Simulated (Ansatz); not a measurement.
# CoCl2: the cost of one run

Computed with Ansatz 0.2.0 (DFT r²SCAN+U (U_eff = 2.5 eV on Co d), plane waves, PAW, unless a step's input says otherwise).

**1. The starting structure**

It takes space group P-3m1 (No. 164, trigonal). Conventional cell: a = 3.642 Å, b = 3.642 Å, c = 5.876 Å, α = 90.00°, β = 90.00°, γ = 120.00°. Around Co (site symmetry -3m) lie 6 Cl at 2.57 Å. Cl (site symmetry 3m) is surrounded by 3 Co at 2.57 Å.

Coordinates:

```xyz
3
Lattice="3.6424 0.0000 0.0000 -1.8212 3.1544 0.0000 0.0000 0.0000 5.8759" Properties=species:S:1:pos:R:3 pbc="T T T"
Co    0.0000    0.0000    0.0000
Cl    0.0000    2.1029    1.4807
Cl    1.8212    1.0515    4.3952
```

Magnetic order typed: ferromagnetic.

An earlier series on this cell reached its lowest free state from «from atoms, default search», perhaps among other starts.

**2. Random orbitals: single harmonics, second filling**

File input.yaml:

```yaml
crystal:
  lattice:
    - [3.64235359, 0.0, 0.0]
    - [-1.8211768, 3.15437074, 0.0]
    - [0.0, 0.0, 5.8758723]
  atoms:
    - { symbol: Co, position: [0.0, 0.0, 0.0], spin: 1.0 }
    - { symbol: Cl, position: [0.3333333333, 0.6666666667, 0.252] }
    - { symbol: Cl, position: [0.6666666667, 0.3333333333, 0.748] }
basis:
  ecutwfc: 500
  ecutrho_ratio: 4
kpoints:
  mp_grid: { grid: [6, 6, 3] }
hamiltonian:
  xc: r2scan
  hubbard:
    sites:
      - { site: 0, l: d, u_eff: 2.5, starting_ns: [{ spin: up, occupation_matrix: s0up }, { spin: down, occupation_matrix: s0down }] }
    occupation_matrices:
      s0up:
        matrix:
          - [0.97, 0.0, 0.0, 0.0, 0.0]
          - [0.0, 0.02, 0.0, 0.0, 0.0]
          - [0.0, 0.0, 0.97, 0.0, 0.0]
          - [0.0, 0.0, 0.0, 0.97, 0.0]
          - [0.0, 0.0, 0.0, 0.0, 0.97]
      s0down:
        matrix:
          - [0.02, 0.0, 0.0, 0.0, 0.0]
          - [0.0, 0.97, 0.0, 0.0, 0.0]
          - [0.0, 0.0, 0.97, 0.0, 0.0]
          - [0.0, 0.0, 0.0, 0.97, 0.0]
          - [0.0, 0.0, 0.0, 0.0, 0.02]
    ns_hold: until_converged
scf:
  occupations: { method: gaussian, width: 0.05 }
  lower_state_search: "off"
  max_iter: 150
output:
  forces: true
  stress: true
  eigenvalues: true
  populations: true
  hubbard: { sites: [{ site: 0, l: d }] }
magnetization:
  spin_polarized: true
```

The typed matrices put 0.97 on the chosen orbitals and 0.02 on the others, and are held until the SCF converges, then released.

Command:

```console
$ ansatz run input.yaml --threads 4 --pin off --max-ram 6144MiB --backend cpu --events-out ev --progress --plain --runs-dir out
```

Q: Estimate wall time and peak memory on 4 threads of Arm Neoverse N1, shared host.

About 34 s, with a peak of 0.6 GiB.
